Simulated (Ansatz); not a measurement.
Runs of Ansatz 0.2.0 on MnSb4. It takes space group P4/mmm (No. 123, tetragonal). Conventional cell: a = 3.080 Å, b = 3.080 Å, c = 14.994 Å, α = 90.00°, β = 90.00°, γ = 90.00°. Sb (site symmetry 4mm) is surrounded by 1 Mn at 2.70 Å and 4 Sb at 3.08 Å. Sb (site symmetry 4mm) has 6 Sb at 3.02 to 3.29 Å as nearest neighbours. Mn (site symmetry 4/mmm) has 2 Sb at 2.70 Å and 4 Mn at 3.08 Å as nearest neighbours. The cell comes from a database or a generator and needn't be the stable form of this composition.

```csv
spin,fixed moment (μB),pressure (GPa),moment (μB),largest force (eV/Å)
"collinear, ferromagnetic start",5.0,0.4,5.00,0.16
"collinear, ferromagnetic start",1.0,(b),1.00,0.46
"collinear, ferromagnetic start",8.0,(a),8.00,0.52
"collinear, ferromagnetic start",4.0,-0.5,4.00,0.02
"collinear, program default start",0.0,-3.9,0.00,0.58
```

Alike in all rows: task single point; level PBE; potentials or basis Ansatz PAW; cell as given; k mesh 7 × 7 × 2; cutoff (eV) 420; smearing fermi-dirac 0.05 eV.

Q: Estimate the missing entries.

A: (a) 4.1; (b) -2.0.

Caveats: the total moment is fixed, so each spin has its own Fermi level; the thresholds are loose for stress; a cell with one magnetic atom can't hold antiferromagnetic order, which such compounds often take (some runs).
